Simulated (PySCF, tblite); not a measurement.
# C5H8BO2 radical: geometry, infrared bands and EPR parameters

Aim: predict the infrared bands and EPR parameters of C5H8BO2 radical (`C[CH]C=C=CB(O)O`).

The runs use tblite 0.8.0 and PySCF 2.14.0, with density-fitted response routines of our own; the level of theory stands in each step. All values are computed, except where a source is named. Atoms count from 0, in the outputs and in this text.

**1. The molecule as given**

16 atoms, charge 0, multiplicity 2; geometry from: force field or distance geometry start.

Bonds of the start (Å): C0–C1 1.50, C1–C2 1.46, C2–C3 1.29, C3–C4 1.31, C4–B5 1.54, B5–O6 1.48, B5–O7 1.47, C0–H8 1.11, C0–H9 1.14, C0–H10 1.11, C1–H11 1.11, C2–H12 1.07, C4–H13 1.05, O6–H14 0.99, O7–H15 0.97.

**2. Optimising the geometry with GFN2-xTB**

Job settings and geometry (Å):

```
{"job": {"kind": "relax", "xc": "GFN2-xTB", "basis": "xTB"}, "charge": 0, "multiplicity": 2}
C     -2.920200     0.702500     0.223100
C     -1.646200    -0.000600     0.573300
C     -0.763000     0.022500    -0.594600
C      0.360700    -0.599300    -0.497600
C      1.499300    -1.234800    -0.351000
B      2.642800    -0.392700     0.246100
O      2.276900     0.537700     1.338500
O      3.632500     0.149300    -0.699000
H     -2.657100     1.747600    -0.054300
H     -3.613900     0.708700     1.128600
H     -3.418500     0.230900    -0.651800
H     -1.899800    -1.055500     0.830200
H     -0.965500     0.510500    -1.519900
H      1.538700    -2.236700    -0.670800
H      1.382900     0.880400     1.070500
H      4.543100     0.038600    -0.382800
```

Command:

```console
OMP_NUM_THREADS=1 python probes_run.py task.json out
```

This one command runs all jobs of the session in turn.

**Question.** This job is followed by: GFN2-xTB harmonic vibrations, gas phase; UKS B3LYP, pcH-1 on B C H O, non-relativistic, mean-field spin-orbit, GIAO. What will the session give for the following? strongest single infrared mode (GFN2-xTB); zero-point energy (GFN2-xTB); g(iso) (B3LYP); ⟨S²⟩; largest a(iso) (averaged by class); potential on the surface of density 0.002 e/bohr³, 1st and 99th percentile.

**Answer**, as computed:

```
                                                                  quantity                  value
                                 strongest single infrared mode (GFN2-xTB)  1307 cm⁻¹, 602 km/mol
                                              zero-point energy (GFN2-xTB)          75.3 kcal/mol
                                                            g(iso) (B3LYP)                2.00240
                                                                      ⟨S²⟩     0.774 (exact 0.75)
                                        largest a(iso) (averaged by class)   1H on H13, 119.9 MHz
potential on the surface of density 0.002 e/bohr³, 1st and 99th percentile     -1.37 V and 2.17 V
```

What this shows: Relaxing lowered the energy by 2.576 eV in 145 steps; the close pair that moved most is B5–O7, from 1.472 to 1.348 Å. No mode is imaginary among the 42: a minimum at this level. The strongest single mode, at 1307 cm⁻¹, moves mainly B5. GFN2-xTB is a fitted tight-binding method: band positions and strengths are rough. Its intensities can rank the bands wrongly. The largest spin populations lie on C1 (0.69 e), C3 (0.57 e). The isotropic g lies 0.1 ppt above the free-electron value.
